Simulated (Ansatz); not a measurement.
# NbTe (P-6m2) in Ansatz: settings compared, part 2 of 2

Ansatz 0.2.0. Earlier steps stand in the parts before.

## 3. Single point, PBE

Contents of input.yaml:

```yaml
crystal:
  lattice:
    - [3.7029743866, 0.0, 0.0]
    - [-1.8514871933, 3.2068698884, 0.0]
    - [0.0, 0.0, 3.694211]
  atoms:
    - { symbol: Te, position: [0.6666666667, 0.3333333333, 0.0] }
    - { symbol: Nb, position: [0.0, 0.0, 0.5] }
hamiltonian:
  xc: pbe
  pseudopotentials: { kind: paw }
kpoints:
  mp_grid: { grid: [8, 8, 7] }
scf:
  occupations: { method: gaussian, width: 0.029 }
output:
  forces: true
  stress: true
  eigenvalues: true
```

Potentials or basis: Ansatz PAW.

Started as:

```console
ansatz run input.yaml --threads 2 --pin off --max-ram 5632MiB --backend cpu --events-out ev --progress --plain --runs-dir out
```

The program printed:

```text
Warning: RAYON_NUM_THREADS=2 ignored (pool sized by the plan → 2); use --threads N
Engine: ansatz 0.2.0, aarch64-unknown-linux-gnu
Pseudopotentials: kind: paw
Pseudopotential: Te, paw, valence charge 16, recommended cutoff 420 eV (normal), Te.paw.azcp
Pseudopotential: Nb, paw, valence charge 13, recommended cutoff 420 eV (normal), Nb.paw.azcp
Functional definition: PBE
  parameter kappa = 0.804
  parameter beta = 0.06672455060314922
  exchange = pbe_x(kappa = kappa, mu = beta*pi^2/3)
  correlation = pbe_c(beta = beta)
Crystal: 2 atoms, lattice volume = 43.869 Å³
Basis set: ecut = 420 eV, 865 PW (Γ), exchange–correlation on 50×50×50 points (8 copies of the dense FFT grid, shifted against one another)
Bands: 19, of which v1, the nominal top of the filled ones, is band 15 counted from 1 (14 counted from 0)
Symmetry: 12 space group operations
Space group: P-6m2 (ITA 187), of the structure as read, at distance tolerance 3.5e-5 Å
k-points: 40 of 448 (time reversal used)
Non-local potential: Te, projectors of the file, l = 0: 2, l = 1: 2, l = 2: 2, l = 3: 2
Non-local potential: Nb, projectors of the file, l = 0: 3, l = 1: 2, l = 2: 2, l = 3: 1
PAW form: soft (Blöchl's): semilocal exchange-correlation on the pseudo side does not see the compensation charge
PAW one-centre angular grid: Te, 590 points (default); XC on 64 Gauss nodes
[... 10 lines left out ...]
SCF iter   6: F=-11532.514205 eV  HF=-11532.514205 eV  |F-HF|=6.93e-9  |Δ(HF+E_count)|=   7.15e-9  Δρ=6.97e-6  dr2=6.43e-9  ethr=3.45e-10  ⟨swp⟩=7.2  Hψ=3301  notcnv=0
SCF 1 converged in 6 iterations: F = -11532.514205 eV  dr2 = 6.43e-9
SCF converged after 6 iterations
Free energy (F): -11532.514205 eV
Harris-Foulkes:  -11532.514205 eV  (|F-HF|=6.93e-9)
Internal energy: -11532.513217 eV  (E = F + TS)
E sigma→0 (E₀):  -11532.513711 eV
Entropy (-TS):   -0.000988 eV (-0.494 meV/atom)
Fermi energy:    15.922935 eV
--- Per-component energies (eV) ---
  E_band       = -279.223433
  E_kinetic    = 575.741337
  E_local      = -1731.451955  (includes V_loc(G=0)·N_el)
  E_nonlocal   = -188.276491
  E_hartree    = 935.872454
  E_xc         = -299.774575
  E_vxc        = -317.319122  (∫ρ·V_xc dr)
  E_paw        = -7737.517357  (= ΣΔE_a)
  E_vpaw       = -489.661930  (= ΣTr[D̂ρ^β])
  E_aug_tail   = -0.000174  (compensation charges beyond the density's cutoff)
  E_ewald      = -3087.106456
  E_smearing   = -0.000988  (= −TS)
  E_closure    = -0.000000  (closes the sum)
  Σ components = -11532.514205   (vs F -11532.514205, Δ=0.00e0)
--- Forces (eV/Å), atoms counted from 1 ---
  atom   1  Te     0.00000000     0.00000000     0.00000000
  atom   2  Nb     0.00000000     0.00000000     0.00000000
  max |Σ_I F_I| component: 9.25e-17 eV/Å
--- Stress (GPa, compression-positive) ---
       -1.001808      -0.000000       0.000000
        0.000000      -1.001808       0.000000
        0.000000       0.000000       0.120507
  P = ⅓ Tr σ = -0.6277 GPa (-6.277 kbar)
--- Band table (eV; the first three rows and the last of 40) ---
  k-point 0: bands = ["-39.6862", "-22.2047", "-22.2047", "-22.1942", "-22.1942", "-22.1937", "-15.8780", "-15.6937", "-15.6937", "1.6361", "12.7347", "12.7347", "12.9013", "13.5403", "16.0242", "16.0242", "18.3272", "18.3272", "18.7420"]
  k-point 1: bands = ["-39.6852", "-22.2044", "-22.2044", "-22.1954", "-22.1954", "-22.1914", "-15.8994", "-15.6915", "-15.6915", "1.8365", "11.5495", "12.8509", "12.8509", "14.3559", "15.5866", "15.5866", "18.5711", "18.5711", "19.2813"]
  k-point 2: bands = ["-39.6830", "-22.2036", "-22.2036", "-22.1980", "-22.1980", "-22.1861", "-15.9472", "-15.6867", "-15.6867", "2.3561", "9.7676", "13.1071", "13.1071", "15.0317", "15.0317", "15.3888", "18.3010", "18.3010", "20.1337"]
  k-point 39: bands = ["-39.6726", "-22.2070", "-22.2015", "-22.1974", "-22.1938", "-22.1750", "-15.9386", "-15.7879", "-15.7422", "3.7528", "9.7185", "10.1902", "11.3373", "14.6895", "17.0234", "17.5256", "18.0904", "18.3849", "19.2805"]
```

Run time: 1.3 s. Hardware: 2 threads of Arm Neoverse V2, shared host; peak memory 0.33 GiB.

Results:

```yaml
Free_energy: -11532.5142 eV
Pressure: -0.6 GPa
Band_gap_on_the_k_mesh: none (metal or under the smearing width)
```

Stress tensor (GPa, compression positive):
```
-1.00  0.00  0.00
 0.00 -1.00  0.00
 0.00  0.00  0.12
```

Levels at points of the mesh, in eV from the Fermi level:
| k point | band 13 | band 14 | band 15 | band 16 | band 17 | band 18 |
| --- | --- | --- | --- | --- | --- | --- |
| (0.00, 0.00, 0.00) | -3.02 | -2.38 | 0.10 | 0.10 | 2.40 | 2.40 |
| (0.00, -0.50, 0.00) | -2.66 | -2.64 | -0.23 | 1.19 | 1.46 | 2.99 |

## 4. Single point, PBE

input.yaml: that of step 3 with these lines changed.

```diff
@@ -14,3 +14,3 @@
 scf:
-  occupations: { method: gaussian, width: 0.029 }
+  occupations: { method: gaussian, width: 0.03 }
 output:
```

Started as:

```console
ansatz run input.yaml --threads 2 --pin off --max-ram 5632MiB --backend cpu --events-out ev --progress --plain --runs-dir out
```

Run time: 1.3 s. Hardware: 2 threads of Arm Neoverse V2, shared host; peak memory 0.33 GiB.

Results (log left out):

```yaml
Free_energy: -11532.5142 eV
Pressure: -0.6 GPa
Band_gap_on_the_k_mesh: none (metal or under the smearing width)
```

Stress tensor (GPa, compression positive):
```
-1.00  0.00  0.00
 0.00 -1.00  0.00
 0.00  0.00  0.11
```

Levels at points of the mesh, in eV from the Fermi level:
```csv
k point,band 11,band 12,band 13,band 14,band 15,band 16,band 17,band 18,band 19
"(0.00, 0.00, 0.00)",-3.19,-3.19,-3.02,-2.38,0.10,0.10,2.40,2.40,2.82
"(0.00, -0.50, 0.00)",-7.22,-3.87,-2.66,-2.64,-0.23,1.19,1.46,2.99,3.80
```

## 5. The runs side by side

| task | level | cell | smearing | gap on the mesh (eV) | pressure (GPa) |
| --- | --- | --- | --- | --- | --- |
| relaxation of cell and atoms | BLYP+D4 | relaxed | fermi-dirac 0.05 eV | none | 0.0 |
| single point | PBE | as given | gaussian 0.029 eV | none | -0.6 |
| single point | PBE | as given | gaussian 0.03 eV | none | -0.6 |

Alike in all rows: potentials or basis Ansatz PAW; no spin polarisation; k mesh 8 × 8 × 7; cutoff (eV) 420.

Caveats: the plane-wave basis is chosen anew once the cell has moved, so the energies of steps on either side of that aren't comparable (some runs); pairwise dispersion overbinds metals, which lowers pressure and volume (some runs); the PAW data sets come from PBE, with cores solved anew for the run's functional, which leaves a small shift of forces and pressure (some runs).

Absolute energies hang on the potentials; compare differences alone.
